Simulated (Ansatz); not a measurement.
**C2H7OSi radical: up Jacob's ladder to CCSD(T)**

Aim: compute C2H7OSi radical with functionals from several rungs and with coupled cluster, and see how far each lands from CCSD(T) at the basis-set limit for the atomisation energy.

Computed with Ansatz 0.2.0, Gaussian basis. Level: functionals in def2-TZVPP, the program's frozen cores in correlated methods.

Plan: LDA (SPW92), PBE-D4, revPBE-D4, BLYP-D4, r2SCAN-D4, B97M-V, PBE0-D4, B3LYP-D4, r2SCANh-D4, r2SCAN0-D4, HSE06-D4, BHLYP-D4, CAM-B3LYP-D4, LC-ωPBE, ωB97X-V, ωB97M-V, B2PLYP, PBE-QIDH; CCSD(T)/def2-SVP; CCSD(T)/def2-TZVPP; MP2/def2-QZVPP; extrapolation to the limit; RPA on PBE.

## (1) The geometry

An earlier PBE0-D4 in a triple-zeta def2 set relaxation fixed the geometry.

SMILES `CO[SiH]C`, 11 atoms, charge 0, spin multiplicity 2.

Atoms are counted from 1 here; the program's logs count them from 0.

Bond lengths: C1–O2 1.407 Å, C1–H5 1.092 Å, C1–H6 1.097 Å, C1–H7 1.095 Å, O2–Si3 1.650 Å, Si3–C4 1.866 Å, Si3–H8 1.503 Å, C4–H9 1.092 Å, C4–H10 1.092 Å, C4–H11 1.094 Å. Angles: O2–C1–H5 108.3°, O2–C1–H6 111.7°, O2–C1–H7 111.2°, H5–C1–H6 108.5°, H5–C1–H7 108.5°, H6–C1–H7 108.5°, C1–O2–Si3 123.7°, O2–Si3–C4 106.7°, O2–Si3–H8 108.7°, C4–Si3–H8 111.7°, Si3–C4–H9 110.3°, Si3–C4–H10 110.9°, Si3–C4–H11 110.2°, H9–C4–H10 108.4°, H9–C4–H11 108.6°, H10–C4–H11 108.5°.

## (2) LDA

This LDA is Slater exchange with PW92 correlation.

Input file in.yaml:

```yaml
crystal:
  periodic: [false, false, false]
  atoms:
    - {symbol: C, position_ang: [-1.058393, 1.696389, -0.565623]}
    - {symbol: O, position_ang: [-0.749504, 0.425763, -0.045688]}
    - {symbol: Si, position_ang: [0.584334, -0.441842, -0.481620]}
    - {symbol: C, position_ang: [0.717438, -1.862958, 0.719791]}
    - {symbol: H, position_ang: [-1.838285, 2.140360, 0.055951]}
    - {symbol: H, position_ang: [-0.185959, 2.360638, -0.556659]}
    - {symbol: H, position_ang: [-1.431171, 1.624707, -1.592957]}
    - {symbol: H, position_ang: [1.786456, 0.457317, -0.413177]}
    - {symbol: H, position_ang: [1.607563, -2.458495, 0.504539]}
    - {symbol: H, position_ang: [-0.156396, -2.513566, 0.652013]}
    - {symbol: H, position_ang: [0.789317, -1.485214, 1.744030]}
basis:
  gaussian: {orbitals: def2-TZVPP}
magnetization: {spin_polarized: true, initial_magnetization: 1}
hamiltonian: {xc: lda}
output: {orbitals: {seedname: orbitals}}
```

Started as:

```console
> ansatz run in.yaml --threads 4 --pin off --events-out ev --progress --plain --max-ram 10444MiB
```

After this run come: PBE-D4 (GGA); revPBE-D4 (GGA); BLYP-D4 (GGA); r2SCAN-D4 (meta-GGA); B97M-V (meta-GGA); B3LYP-D4 (hybrid); r2SCANh-D4 (hybrid); r2SCAN0-D4 (hybrid); HSE06-D4 (hybrid); BHLYP-D4 (hybrid); CAM-B3LYP-D4 (range-separated); LC-ωPBE (range-separated); ωB97X-V (range-separated); ωB97M-V (range-separated); B2PLYP (double hybrid); PBE-QIDH (double hybrid); CCSD(T) in def2-SVP; CCSD(T) in def2-TZVPP; MP2 in def2-QZVPP; RPA on PBE orbitals.

Q: Predict the results of all the runs planned. Wanted: atomisation energy, CCSD(T)/CBS; farthest beyond LDA; mean size of error, GGA; mean size of error, meta-GGA; mean size of error, hybrid; mean size of error, range-separated; mean size of error, double hybrid; gap, smallest and largest; T1 diagnostic.

As calculated:

| quantity | value |
| --- | --- |
| atomisation energy, CCSD(T)/CBS | 952.4 kcal/mol |
| functionals within 4.8 kcal/mol (0.5 %) | BLYP-D4, r2SCAN-D4, B97M-V, PBE0-D4, B3LYP-D4, r2SCANh-D4, HSE06-D4, LC-ωPBE, ωB97X-V, ωB97M-V |
| farthest beyond LDA | BHLYP-D4 (-21.6 kcal/mol) |
| mean size of error, GGA | 7.4 kcal/mol |
| mean size of error, meta-GGA | 3.2 kcal/mol |
| mean size of error, hybrid | 5.2 kcal/mol |
| mean size of error, range-separated | 2.9 kcal/mol |
| mean size of error, double hybrid | 7.8 kcal/mol |
| gap, smallest and largest | 1.19 eV (LDA (SPW92)), 8.72 eV (LC-ωPBE) |
| T1 diagnostic | 0.0133 |
| triples share of the correlation energy | 3.5 % |

LDA overbinds by 127.4 kcal/mol (13 %). PBE-D4 is off by +13.1 kcal/mol. Double hybrids carry the basis error of their MP2 part in triple zeta, and no dispersion term here, so their miss is partly the set-up's. The rungs range-separated, meta-GGA miss on average by less than the doubt on the reference (4.8 kcal/mol), so they tie. Misses under about 4.8 kcal/mol are within the doubt on the reference itself, which lacks core-valence correlation, relativity and higher excitations. Hartree-Fock recovers 75 % of the binding; the rest is correlation. CCSD(T) in def2-SVP is off by -53.5 kcal/mol, worse than the median functional, from the basis alone. The gap grows from 1.2 to 8.7 eV across the functionals, mostly with the share of exact exchange.
